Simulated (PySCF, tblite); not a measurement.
**C7H11N+ (doublet): geometry, infrared bands and EPR parameters**

Wanted: the infrared bands and EPR parameters of C7H11N+ (doublet) (`[CH2+][CH]/N=C1/CC[C@H]1C`), by calculation.

Computed with tblite 0.8.0 and PySCF 2.14.0, with density-fitted response routines of our own, on a single molecule in the gas phase. Atoms are numbered from 0 throughout.

### Step 1. The starting structure

19 atoms, charge 1, multiplicity 2; geometry from: force field or distance geometry start.

Bonds of the start (Å): C0–C1 1.47, C1–N2 1.43, N2–C3 1.29, C3–C4 1.52, C4–C5 1.53, C5–C6 1.54, C6–C7 1.49, C6–C3 1.49, C0–H8 1.08, C0–H9 1.09, C1–H10 1.10, C4–H11 1.11, C4–H12 1.08, C5–H13 1.08, C5–H14 1.13, C6–H15 1.10, C7–H16 1.13, C7–H17 1.07, C7–H18 1.13.

### Step 2. Geometry optimisation with GFN2-xTB

Job settings and geometry (Å):

```
{"job": {"kind": "relax", "xc": "GFN2-xTB", "basis": "xTB"}, "charge": 1, "multiplicity": 2}
C      3.568600     0.814500    -0.534900
C      2.419600    -0.021400    -0.156100
N      1.147500     0.620300    -0.236100
C      0.052800    -0.050800    -0.290900
C     -0.299700    -1.531700    -0.252800
C     -1.513400    -1.048200     0.551200
C     -1.414100     0.175200    -0.377600
C     -1.985600     1.376500     0.284700
H      3.415000     1.858800    -0.755800
H      4.550100     0.337900    -0.580400
H      2.397300    -0.982600    -0.683800
H     -0.634500    -1.815100    -1.275700
H      0.388800    -2.179600     0.273500
H     -2.406600    -1.647100     0.466600
H     -1.181500    -0.740800     1.583700
H     -1.835200    -0.101900    -1.357100
H     -2.748200     1.010300     1.035400
H     -1.298900     2.029900     0.791300
H     -2.631900     1.905100    -0.477400
```

Launch:

```bash
$ OMP_NUM_THREADS=1 python probes_run.py task.json out
```

The driver reads the jobs from task.json and runs them one after another.

**Question.** This job is followed by: GFN2-xTB harmonic vibrations, gas phase; UKS B3LYP, pcH-1 on C H N, non-relativistic, mean-field spin-orbit, GIAO. Predict these results of the whole session: strongest single infrared mode (GFN2-xTB); zero-point energy (GFN2-xTB); g(iso) (B3LYP); ⟨S²⟩; largest a(iso) (averaged by class).

**Answer**, as computed:

| quantity | value |
| --- | --- |
| strongest single infrared mode (GFN2-xTB) | 1487 cm⁻¹, 74 km/mol |
| zero-point energy (GFN2-xTB) | 99.8 kcal/mol |
| g(iso) (B3LYP) | 2.00244 |
| ⟨S²⟩ | 0.769 (exact 0.75) |
| largest a(iso) (averaged by class) | 13C on C0, 52.7 MHz |

**Reading.** Relaxing lowered the energy by 2.587 eV in 157 steps; the close pair that moved most is C1–N2, from 1.427 to 1.307 Å. All 51 modes are real, so the xTB geometry is a minimum. The strongest single mode, at 1487 cm⁻¹, moves mainly C1 and C0. Unscaled tight-binding wavenumbers are off by several per cent, some by more. Its intensities can rank the bands wrongly. The largest share of the spin, 0.65 e, sits on C0. The isotropic g lies 0.1 ppt above the free-electron value.
